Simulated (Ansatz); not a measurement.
# TaN: the cost of one run

Method: DFT PBE, scalar-relativistic, plane waves, PAW, in Ansatz 0.2.0.

**1. The system as given**

It takes space group Fm-3m (No. 225, cubic). The conventional cell has a = 4.358 Å, b = 4.358 Å, c = 4.358 Å, α = 90.00°, β = 90.00°, γ = 90.00°. Around Ta (site symmetry m-3m) lie 6 N at 2.18 Å. N (site symmetry m-3m) has 6 Ta at 2.18 Å as nearest neighbours.

Structure file:

```xyz
54
Lattice="0.0000 6.5370 6.5370 6.5370 0.0000 6.5370 6.5370 6.5370 0.0000" Properties=species:S:1:pos:R:3 pbc="T T T"
Ta    2.1790    2.1790    2.1790
Ta    4.3580    4.3580    2.1790
Ta    6.5370    6.5370    2.1790
Ta    4.3580    2.1790    4.3580
Ta    6.5370    4.3580    4.3580
Ta    8.7160    6.5370    4.3580
Ta    6.5370    2.1790    6.5370
Ta    8.7160    4.3580    6.5370
Ta   10.8950    6.5370    6.5370
Ta    2.1790    4.3580    4.3580
Ta    4.3580    6.5370    4.3580
Ta    6.5370    8.7160    4.3580
Ta    4.3580    4.3580    6.5370
Ta    6.5370    6.5370    6.5370
Ta    8.7160    8.7160    6.5370
Ta    6.5370    4.3580    8.7160
Ta    8.7160    6.5370    8.7160
Ta   10.8950    8.7160    8.7160
Ta    2.1790    6.5370    6.5370
Ta    4.3580    8.7160    6.5370
Ta    6.5370   10.8950    6.5370
Ta    4.3580    6.5370    8.7160
Ta    6.5370    8.7160    8.7160
Ta    8.7160   10.8950    8.7160
Ta    6.5370    6.5370   10.8950
Ta    8.7160    8.7160   10.8950
Ta   10.8950   10.8950   10.8950
N     0.0000    0.0000    0.0000
N     2.1790    2.1790    0.0000
N     4.3580    4.3580    0.0000
N     2.1790    0.0000    2.1790
N     4.3580    2.1790    2.1790
N     6.5370    4.3580    2.1790
N     4.3580    0.0000    4.3580
N     6.5370    2.1790    4.3580
N     8.7160    4.3580    4.3580
N     0.0000    2.1790    2.1790
N     2.1790    4.3580    2.1790
N     4.3580    6.5370    2.1790
N     2.1790    2.1790    4.3580
N     4.3580    4.3580    4.3580
N     6.5370    6.5370    4.3580
N     4.3580    2.1790    6.5370
N     6.5370    4.3580    6.5370
N     8.7160    6.5370    6.5370
N     0.0000    4.3580    4.3580
N     2.1790    6.5370    4.3580
N     4.3580    8.7160    4.3580
N     2.1790    4.3580    6.5370
N     4.3580    6.5370    6.5370
N     6.5370    8.7160    6.5370
N     4.3580    4.3580    8.7160
N     6.5370    6.5370    8.7160
N     8.7160    8.7160    8.7160
```

The runs take a perfect supercell of 54 atoms; the defect goes to fractional position (0.000, 0.000, 0.000).

**2. The perfect supercell**

input.yaml

```yaml
crystal:
  lattice:
    - [0.0, 6.537, 6.537]
    - [6.537, 0.0, 6.537]
    - [6.537, 6.537, 0.0]
  atoms:
    - { symbol: Ta, position: [0.166667, 0.166667, 0.166667] }
    - { symbol: Ta, position: [0.166667, 0.166667, 0.5] }
    - { symbol: Ta, position: [0.166667, 0.166667, 0.833333] }
    - { symbol: Ta, position: [0.166667, 0.5, 0.166667] }
    - { symbol: Ta, position: [0.166667, 0.5, 0.5] }
    - { symbol: Ta, position: [0.166667, 0.5, 0.833333] }
    - { symbol: Ta, position: [0.166667, 0.833333, 0.166667] }
    - { symbol: Ta, position: [0.166667, 0.833333, 0.5] }
    - { symbol: Ta, position: [0.166667, 0.833333, 0.833333] }
    - { symbol: Ta, position: [0.5, 0.166667, 0.166667] }
    - { symbol: Ta, position: [0.5, 0.166667, 0.5] }
    - { symbol: Ta, position: [0.5, 0.166667, 0.833333] }
    - { symbol: Ta, position: [0.5, 0.5, 0.166667] }
    - { symbol: Ta, position: [0.5, 0.5, 0.5] }
    - { symbol: Ta, position: [0.5, 0.5, 0.833333] }
    - { symbol: Ta, position: [0.5, 0.833333, 0.166667] }
    - { symbol: Ta, position: [0.5, 0.833333, 0.5] }
    - { symbol: Ta, position: [0.5, 0.833333, 0.833333] }
    - { symbol: Ta, position: [0.833333, 0.166667, 0.166667] }
    - { symbol: Ta, position: [0.833333, 0.166667, 0.5] }
    - { symbol: Ta, position: [0.833333, 0.166667, 0.833333] }
    - { symbol: Ta, position: [0.833333, 0.5, 0.166667] }
    - { symbol: Ta, position: [0.833333, 0.5, 0.5] }
    - { symbol: Ta, position: [0.833333, 0.5, 0.833333] }
    - { symbol: Ta, position: [0.833333, 0.833333, 0.166667] }
    - { symbol: Ta, position: [0.833333, 0.833333, 0.5] }
    - { symbol: Ta, position: [0.833333, 0.833333, 0.833333] }
    - { symbol: "N", position: [0.0, 0.0, 0.0] }
    - { symbol: "N", position: [0.0, 0.0, 0.333333] }
    - { symbol: "N", position: [0.0, 0.0, 0.666667] }
    - { symbol: "N", position: [0.0, 0.333333, 0.0] }
    - { symbol: "N", position: [0.0, 0.333333, 0.333333] }
    - { symbol: "N", position: [0.0, 0.333333, 0.666667] }
    - { symbol: "N", position: [0.0, 0.666667, 0.0] }
    - { symbol: "N", position: [0.0, 0.666667, 0.333333] }
    - { symbol: "N", position: [0.0, 0.666667, 0.666667] }
    - { symbol: "N", position: [0.333333, 0.0, 0.0] }
    - { symbol: "N", position: [0.333333, 0.0, 0.333333] }
    - { symbol: "N", position: [0.333333, 0.0, 0.666667] }
    - { symbol: "N", position: [0.333333, 0.333333, 0.0] }
    - { symbol: "N", position: [0.333333, 0.333333, 0.333333] }
    - { symbol: "N", position: [0.333333, 0.333333, 0.666667] }
    - { symbol: "N", position: [0.333333, 0.666667, 0.0] }
    - { symbol: "N", position: [0.333333, 0.666667, 0.333333] }
    - { symbol: "N", position: [0.333333, 0.666667, 0.666667] }
    - { symbol: "N", position: [0.666667, 0.0, 0.0] }
    - { symbol: "N", position: [0.666667, 0.0, 0.333333] }
    - { symbol: "N", position: [0.666667, 0.0, 0.666667] }
    - { symbol: "N", position: [0.666667, 0.333333, 0.0] }
    - { symbol: "N", position: [0.666667, 0.333333, 0.333333] }
    - { symbol: "N", position: [0.666667, 0.333333, 0.666667] }
    - { symbol: "N", position: [0.666667, 0.666667, 0.0] }
    - { symbol: "N", position: [0.666667, 0.666667, 0.333333] }
    - { symbol: "N", position: [0.666667, 0.666667, 0.666667] }
basis:
  ecutwfc: 420
  fft_grid_basis: typed
kpoints:
  mp_grid: { grid: [2, 2, 2] }
hamiltonian:
  xc: pbe
  pseudopotentials: { kind: paw }
scf:
  occupations: { method: gaussian, width: 0.05 }
output:
  forces: true
  stress: false
  eigenvalues: true
  bader: false
  write_density: true
  volumetric_format: npy
```

On the command line:

```console
$ ansatz run input.yaml --threads 8 --pin off --max-ram 16384MiB --backend cpu --events-out ev --progress --plain --runs-dir out
```

Q: Estimate wall time and peak memory on 8 threads of Intel Xeon Platinum 8488C (Sapphire Rapids), shared host.

About 3.5 s, with a peak of 2.6 GiB.
